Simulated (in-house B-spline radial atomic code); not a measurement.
# Ar¹⁰⁺: ionisation energy by several methods

How far do functionals differ on the ionisation energy of Ar¹⁰⁺? Each run solves Ar¹⁰⁺ and then the next ion ([He] 2s2 2p3).

Program: in-house B-spline radial atomic code version 1. Level of theory: non-relativistic, several functionals, spin-polarised; spherical all-electron atom at the radial basis limit. These are calculated values, not measurements, unless marked.

## Step 1: The system

| Property | Result |
| --- | --- |
| element | argon (Z = 18) |
| charge | +10 |
| electrons | 8 |
| configuration | [He] 2s2 2p4 |
| nucleus | point |

Outer shells as boxes (Hund's rule):

[He] 2s2 2p4
```
[He] core
2s [↑↓]
2p [↑↓][↑ ][↑ ]
```

Where spins are not typed, each open shell is filled with up spins first.

## Step 2: AM05

Input settings:

```ini
Z = 18
electrons = 8.0
configuration = [He] 2s2 2p4
hamiltonian = nr
method = am05
spin_polarised = True
```

Results of the run (chosen fields of its result record, rounded):

```text
{
  "status": "converged",
  "scf [iteration, energy, orbital gradient]": [
    [1, -466.459537797, 0.999],
    [2, -471.601606013, 0.204],
    [3, -471.766626059, 0.083],
    [4, -471.794677375, 0.0338],
    [5, -471.800027135, 0.00639],
    [6, -471.80023525, 1.41e-05],
    [7, -471.80023525, 8.58e-07],
    [8, -471.80023525, 1.62e-08]
  ],
  "energy [hartree]": {"total": -471.80023525, "kinetic": 471.307685341, "nuclear": -1030.16675854, "coulomb": 108.379731136, "xc": -21.3208931903},
  "orbitals [hartree, bohr; first row names the columns]": [
    ["name", "occ", "eps", "<r>", "<r^2>", "<1/r>", "r_max", "density_at_nucleus", "spin_orbit_zeta"],
    ["1s up", 1.0, -126.18162, 0.086244, 0.0099853, 17.526, 0.05663, 1759.4, "-"],
    ["1s down", 1.0, -125.9663, 0.086093, 0.0099483, 17.55, 0.056585, 1764.0, "-"],
    ["2s up", 1.0, -21.145017, 0.39307, 0.18168, 3.7459, 0.32983, 159.26, "-"],
    ["2s down", 1.0, -20.779987, 0.39579, 0.18429, 3.7123, 0.33129, 155.94, "-"],
    ["2p up", 3.0, -19.111677, 0.34706, 0.1472, 3.6818, 0.26754, "-", 0.062959],
    ["2p down", 1.0, -18.672069, 0.35066, 0.15048, 3.6512, 0.26964, "-", 0.061866]
  ],
  "sum_r [bohr^k]": {"-1": 57.23149, "1": 2.353049, "2": 0.9779856},
  "density_at_nucleus [bohr^-3]": 3838.574,
  "spin_density_at_nucleus [bohr^-3]": -1.27346,
  "mass_velocity [hartree]": -7.486712,
  "darwin [hartree]": 5.779536,
  "radius_at_0.001 [bohr]": 1.213,
  "radius_enclosing [bohr]": {"0.5": 0.2768, "0.9": 0.5441, "0.99": 0.8131},
  "slater [hartree]": {
    "F0(2s up,2s up)": 2.2997,
    "F0(2s up,2s down)": 2.2918,
    "F0(2s up,2p up)": 2.4289,
    "G1(2s up,2p up)": 1.4091,
    "F0(2s up,2p down)": 2.4187,
    "F0(2s down,2s down)": 2.2841,
    "F0(2s down,2p up)": 2.4196,
    "F0(2s down,2p down)": 2.4095,
    "G1(2s down,2p down)": 1.4019,
    "F0(2p up,2p up)": 2.6281,
    "F2(2p up,2p up)": 1.2426,
    "F0(2p up,2p down)": 2.615,
    "F2(2p up,2p down)": 1.235,
    "F0(2p down,2p down)": 2.602,
    "F2(2p down,2p down)": 1.2277
  },
  "ionisation_energy [hartree]": 19.7313351
}
```

It took 0.07 s on 1 thread, shared host.

The run also solves the next ion with the same method; the record keeps the difference, ionisation_energy. radius_at_0.001 is where the density falls to 0.001 electrons per bohr³.

Radial density 4πr²n(r) and radial functions P(r) = rR(r):

| r (bohr) | 4πr²n | 2s down | 2p down |
| --- | --- | --- | --- |
| 0.00435 | 0.7805 | 0.1779 | 0.0036 |
| 0.00589 | 1.354 | 0.2342 | 0.0065 |
| 0.00798 | 2.305 | 0.3053 | 0.0118 |
| 0.0108 | 3.815 | 0.3920 | 0.0211 |
| 0.0146 | 6.082 | 0.4931 | 0.0372 |
| 0.0198 | 9.283 | 0.6048 | 0.0653 |
| 0.0269 | 13.29 | 0.7131 | 0.1133 |
| 0.0364 | 17.35 | 0.7911 | 0.1909 |
| 0.0493 | 20.19 | 0.8003 | 0.3134 |
| 0.0667 | 20.26 | 0.6881 | 0.4948 |
| 0.0903 | 17.23 | 0.4011 | 0.7447 |
| 0.122 | 13.35 | -0.0787 | 1.0491 |
| 0.166 | 12.24 | -0.7150 | 1.3691 |
| 0.224 | 14.69 | -1.3125 | 1.5956 |
| 0.304 | 16.21 | -1.6561 | 1.6208 |
| 0.412 | 12.33 | -1.5545 | 1.3705 |
| 0.558 | 5.540 | -1.0726 | 0.9118 |
| 0.755 | 1.262 | -0.5128 | 0.4424 |
| 1.02 | 0.1195 | -0.1544 | 0.1414 |
| 1.39 | 0.003102 | -0.0236 | 0.0242 |

Clear maxima of the radial density (full grid of the record): 0.057, 0.30 bohr.

## Step 3: Hartree-Fock

Input settings:

```ini
Z = 18
electrons = 8.0
configuration = [He] 2s2 2p4
hamiltonian = nr
method = hf
spin_polarised = True
```

Main fields:

```text
{
  "status": "converged",
  "scf [iteration, energy, orbital gradient]": [
    [1, -467.508782101, 0.991],
    [2, -472.86731472, 0.119],
    [3, -472.907681406, 0.0577],
    [4, -472.916416282, 0.0284],
    [5, -472.918863789, 0.00236],
    [6, -472.918888115, 0.000371],
    [7, -472.918888381, 4.14e-06],
    [8, -472.918888381, 8.28e-08]
  ],
  "energy [hartree]": {"total": -472.918888381, "kinetic": 472.918883779, "nuclear": -1031.90683711, "coulomb": 107.251904938, "exact_exchange": -21.1828399861},
  "orbitals [hartree, bohr; first row names the columns]": [
    ["name", "occ", "eps", "<r>"],
    ["1s up", 1.0, -130.99374, 0.085998],
    ["1s down", 1.0, -130.60115, 0.085685],
    ["2s up", 1.0, -22.717981, 0.39023],
    ["2s down", 1.0, -21.759729, 0.39572],
    ["2p up", 3.0, -20.322466, 0.34687],
    ["2p down", 1.0, -19.809828, 0.34999]
  ],
  "sum_r [bohr^k]": {"-1": 57.32816, "1": 2.348222, "2": 0.9728975},
  "ionisation_energy [hartree]": 19.7289495
}
```

Run time: 0.11 s. Hardware: 1 thread, shared host.

## Step 4: RPBE

Input settings:

```ini
Z = 18
electrons = 8.0
configuration = [He] 2s2 2p4
hamiltonian = nr
method = rpbe,pbe
spin_polarised = True
```

Main fields:

```text
{
  "status": "converged",
  "scf [iteration, energy, orbital gradient]": [
    [1, -467.743688306, 0.987],
    [2, -472.951535795, 0.187],
    [3, -473.112338259, 0.0761],
    [4, -473.13977302, 0.0311],
    [5, -473.145001138, 0.00587],
    [6, -473.145207215, 2.83e-05],
    [7, -473.145207216, 6.15e-07],
    [8, -473.145207216, 2.45e-08]
  ],
  "energy [hartree]": {"total": -473.145207216, "kinetic": 472.874613846, "nuclear": -1031.81658659, "coulomb": 108.492796677, "xc": -22.6960311494},
  "orbitals [hartree, bohr; first row names the columns]": [
    ["name", "occ", "eps", "<r>"],
    ["1s up", 1.0, -126.55293, 0.086052],
    ["1s down", 1.0, -126.36197, 0.085906],
    ["2s up", 1.0, -21.201707, 0.3924],
    ["2s down", 1.0, -20.828096, 0.39521],
    ["2p up", 3.0, -19.13465, 0.34702],
    ["2p down", 1.0, -18.692108, 0.35059]
  ],
  "sum_r [bohr^k]": {"-1": 57.32314, "1": 2.351211, "2": 0.9768222},
  "ionisation_energy [hartree]": 19.756549
}
```

Run time: 0.07 s. Hardware: 1 thread, shared host.

## Step 5: exchange-only LDA

Input settings:

```ini
Z = 18
electrons = 8.0
configuration = [He] 2s2 2p4
hamiltonian = nr
method = lda,
spin_polarised = True
```

Main fields:

```text
{
  "status": "converged",
  "scf [iteration, energy, orbital gradient]": [
    [1, -465.473338168, 1.01],
    [2, -470.582278001, 0.219],
    [3, -470.759513023, 0.0881],
    [4, -470.78919766, 0.0354],
    [5, -470.794731785, 0.00682],
    [6, -470.794963617, 1.12e-05],
    [7, -470.794963618, 7.73e-07],
    [8, -470.794963618, 1.21e-08]
  ],
  "energy [hartree]": {"total": -470.794963618, "kinetic": 470.794963074, "nuclear": -1029.59872871, "coulomb": 108.309891108, "xc": -20.301089085},
  "orbitals [hartree, bohr; first row names the columns]": [
    ["name", "occ", "eps", "<r>"],
    ["1s up", 1.0, -126.04278, 0.086299],
    ["1s down", 1.0, -125.79852, 0.086163],
    ["2s up", 1.0, -21.056211, 0.39367],
    ["2s down", 1.0, -20.661148, 0.39644],
    ["2p up", 3.0, -19.038183, 0.34731],
    ["2p down", 1.0, -18.578892, 0.35074]
  ],
  "sum_r [bohr^k]": {"-1": 57.19993, "1": 2.355231, "2": 0.9803065},
  "ionisation_energy [hartree]": 19.6354696
}
```

Run time: 0.05 s. Hardware: 1 thread, shared host.

## Step 6: BP86

Input settings:

```ini
Z = 18
electrons = 8.0
configuration = [He] 2s2 2p4
hamiltonian = nr
method = b88,p86
spin_polarised = True
```

Main fields:

```text
{
  "status": "converged",
  "scf [iteration, energy, orbital gradient]": [
    [1, -467.76745539, 0.993],
    [2, -472.998675836, 0.2],
    [3, -473.162307796, 0.0814],
    [4, -473.190246684, 0.0331],
    [5, -473.195604897, 0.00618],
    [6, -473.195809914, 1.43e-05],
    [7, -473.195809915, 6.73e-07],
    [8, -473.195809915, 1.29e-08]
  ],
  "energy [hartree]": {"total": -473.195809915, "kinetic": 472.969466169, "nuclear": -1031.94401249, "coulomb": 108.529375158, "xc": -22.7506387521},
  "orbitals [hartree, bohr; first row names the columns]": [
    ["name", "occ", "eps", "<r>"],
    ["1s up", 1.0, -126.58798, 0.086056],
    ["1s down", 1.0, -126.38762, 0.085925],
    ["2s up", 1.0, -21.199961, 0.39236],
    ["2s down", 1.0, -20.837924, 0.39502],
    ["2p up", 3.0, -19.139224, 0.34682],
    ["2p down", 1.0, -18.715067, 0.35013]
  ],
  "sum_r [bohr^k]": {"-1": 57.33022, "1": 2.349933, "2": 0.9753595},
  "ionisation_energy [hartree]": 19.7845258
}
```

It took 0.06 s on 1 thread, shared host.

## Step 7: LDA (PW92)

Input settings:

```ini
Z = 18
electrons = 8.0
configuration = [He] 2s2 2p4
hamiltonian = nr
method = lda,pw
spin_polarised = True
```

Main fields:

```text
{
  "status": "converged",
  "scf [iteration, energy, orbital gradient]": [
    [1, -466.202321905, 1.01],
    [2, -471.344033017, 0.218],
    [3, -471.520654769, 0.0878],
    [4, -471.550300554, 0.0353],
    [5, -471.555847085, 0.0068],
    [6, -471.556076709, 9.21e-06],
    [7, -471.55607671, 6.82e-07],
    [8, -471.55607671, 1.03e-08]
  ],
  "energy [hartree]": {"total": -471.55607671, "kinetic": 471.008240436, "nuclear": -1029.85485586, "coulomb": 108.360367585, "xc": -21.0698288717},
  "orbitals [hartree, bohr; first row names the columns]": [
    ["name", "occ", "eps", "<r>"],
    ["1s up", 1.0, -126.15729, 0.086289],
    ["1s down", 1.0, -125.92519, 0.086162],
    ["2s up", 1.0, -21.133972, 0.39348],
    ["2s down", 1.0, -20.773297, 0.39613],
    ["2p up", 3.0, -19.117404, 0.3471],
    ["2p down", 1.0, -18.694412, 0.35041]
  ],
  "sum_r [bohr^k]": {"-1": 57.21416, "1": 2.353789, "2": 0.9789105},
  "ionisation_energy [hartree]": 19.7621676
}
```

Wall time 0.05 s (1 thread, shared host).

## Step 8: LDA (VWN5)

Input settings:

```ini
Z = 18
electrons = 8.0
configuration = [He] 2s2 2p4
hamiltonian = nr
method = lda,vwn
spin_polarised = True
```

Main fields:

```text
{
  "status": "converged",
  "scf [iteration, energy, orbital gradient]": [
    [1, -466.206066212, 1.01],
    [2, -471.347837506, 0.218],
    [3, -471.524454657, 0.0878],
    [4, -471.55409994, 0.0353],
    [5, -471.559646482, 0.0068],
    [6, -471.559876091, 9.21e-06],
    [7, -471.559876091, 6.82e-07],
    [8, -471.559876091, 1.03e-08]
  ],
  "energy [hartree]": {"total": -471.559876092, "kinetic": 471.008371797, "nuclear": -1029.8550781, "coulomb": 108.360469319, "xc": -21.0736391059},
  "orbitals [hartree, bohr; first row names the columns]": [
    ["name", "occ", "eps", "<r>"],
    ["1s up", 1.0, -126.15767, 0.086289],
    ["1s down", 1.0, -125.92563, 0.086162],
    ["2s up", 1.0, -21.134457, 0.39348],
    ["2s down", 1.0, -20.773798, 0.39613],
    ["2p up", 3.0, -19.117877, 0.34711],
    ["2p down", 1.0, -18.69494, 0.3504]
  ],
  "sum_r [bohr^k]": {"-1": 57.21417, "1": 2.353785, "2": 0.9789053},
  "ionisation_energy [hartree]": 19.7627712
}
```

Wall time 0.05 s (1 thread, shared host).

## Step 9: TPSS

Input settings:

```ini
Z = 18
electrons = 8.0
configuration = [He] 2s2 2p4
hamiltonian = nr
method = tpss,tpss
spin_polarised = True
```

Main fields:

```text
{
  "status": "converged",
  "scf [iteration, energy, orbital gradient]": [
    [1, -473.178833588, 0.0302],
    [2, -473.179720876, 0.000477],
    [3, -473.179721073, 0.000236],
    [4, -473.179721115, 0.000118],
    [5, -473.179721126, 5.21e-06],
    [6, -473.179721127, 8.05e-07],
    [7, -473.179721127, 2.18e-08]
  ],
  "energy [hartree]": {"total": -473.179721127, "kinetic": 472.905690125, "nuclear": -1031.85904793, "coulomb": 108.507606017, "xc": -22.7339693347},
  "orbitals [hartree, bohr; first row names the columns]": [
    ["name", "occ", "eps", "<r>"],
    ["1s up", 1.0, -126.88327, 0.085998],
    ["1s down", 1.0, -126.66214, 0.085861],
    ["2s up", 1.0, -21.273389, 0.39196],
    ["2s down", 1.0, -20.873555, 0.39487],
    ["2p up", 3.0, -19.163735, 0.34709],
    ["2p down", 1.0, -18.701777, 0.35066]
  ],
  "sum_r [bohr^k]": {"-1": 57.3255, "1": 2.350612, "2": 0.9759829},
  "ionisation_energy [hartree]": 19.7492329
}
```

It took 0.1 s on 1 thread, shared host.

Meta-GGA runs start from a PBE run whose iterations are not counted.

## Step 10: SCAN

Input settings:

```ini
Z = 18
electrons = 8.0
configuration = [He] 2s2 2p4
hamiltonian = nr
method = scan,scan
spin_polarised = True
```

Main fields:

```text
{
  "status": "converged",
  "scf [iteration, energy, orbital gradient]": [
    [1, -473.119822641, 0.0405],
    [2, -473.121323542, 0.0012],
    [3, -473.12132504, 0.000611],
    [4, -473.121325438, 0.000313],
    [5, -473.121325586, 1.41e-05],
    [6, -473.121325587, 1.91e-06],
    [7, -473.121325587, 9.81e-08]
  ],
  "energy [hartree]": {"total": -473.121325587, "kinetic": 472.85178627, "nuclear": -1031.82720649, "coulomb": 108.534676633, "xc": -22.6805820045},
  "orbitals [hartree, bohr; first row names the columns]": [
    ["name", "occ", "eps", "<r>"],
    ["1s up", 1.0, -127.12251, 0.08611],
    ["1s down", 1.0, -126.83304, 0.085883],
    ["2s up", 1.0, -21.423288, 0.39148],
    ["2s down", 1.0, -20.957511, 0.39505],
    ["2p up", 3.0, -19.280808, 0.34648],
    ["2p down", 1.0, -18.693501, 0.35124]
  ],
  "sum_r [bohr^k]": {"-1": 57.32373, "1": 2.349205, "2": 0.9741782},
  "ionisation_energy [hartree]": 19.7079906
}
```

Wall time 0.1 s (1 thread, shared host).

## Step 11: The ladder

| method | rung | total energy (hartree) | ΔSCF (eV) | −ε highest (eV) | ΔSCF less tabulated (eV) |
| --- | --- | --- | --- | --- | --- |
| exchange-only LDA | LDA | -470.7950 | 534.31 | 505.56 (2p down) | -6.09 |
| LDA (PW92) | LDA | -471.5561 | 537.76 | 508.70 (2p down) | -2.64 |
| LDA (VWN5) | LDA | -471.5599 | 537.77 | 508.72 (2p down) | -2.63 |
| AM05 | GGA | -471.8002 | 536.92 | 508.09 (2p down) | -3.48 |
| RPBE | GGA | -473.1452 | 537.60 | 508.64 (2p down) | -2.80 |
| BP86 | GGA | -473.1958 | 538.36 | 509.26 (2p down) | -2.04 |
| TPSS | meta-GGA | -473.1797 | 537.40 | 508.90 (2p down) | -3.00 |
| SCAN | meta-GGA | -473.1213 | 536.28 | 508.68 (2p down) | -4.12 |
| Hartree-Fock | Hartree-Fock | -472.9189 | 536.85 | 539.05 (2p down) | -3.55 |

**Reading.** The tabulated ionisation energy is 540.4 ± 0.6 eV (semi-empirical; NIST Atomic Spectra Database). BP86 comes nearest (-2.04 eV) and exchange-only LDA is farthest (-6.09 eV, 1.1 %). Mean absolute error by rung (exchange-only levels left out): LDA 2.64 eV, GGA 2.77 eV, meta-GGA 3.56 eV, Hartree-Fock 3.55 eV. These runs lack relativity altogether, which can outweigh the gaps between the methods, so the nearest may be so by luck. Open shells are averaged (over orientations, and over spins where the run is restricted), while tables refer to the lowest levels. For the semilocal functionals minus the highest level recovers only 95 % of their own ΔSCF value, a mark of self-interaction.

Members of this set that are not shown: 12 used exact exchange with fractional occupations of an open shell, which is unsound here.

What each method cost (CPU seconds, one thread, shared host; runs marked * also made radial tables):

| method | CPU time | miss (eV) |
| --- | --- | --- |
| exchange-only LDA | 0.05 s | -6.09 |
| LDA (PW92) | 0.05 s | -2.64 |
| LDA (VWN5) | 0.05 s | -2.63 |
| BP86 | 0.06 s | -2.04 |
| AM05* | 0.07 s | -3.48 |
| RPBE* | 0.07 s | -2.80 |
| TPSS | 0.1 s | -3.00 |
| SCAN | 0.1 s | -4.12 |
| Hartree-Fock* | 0.11 s | -3.55 |
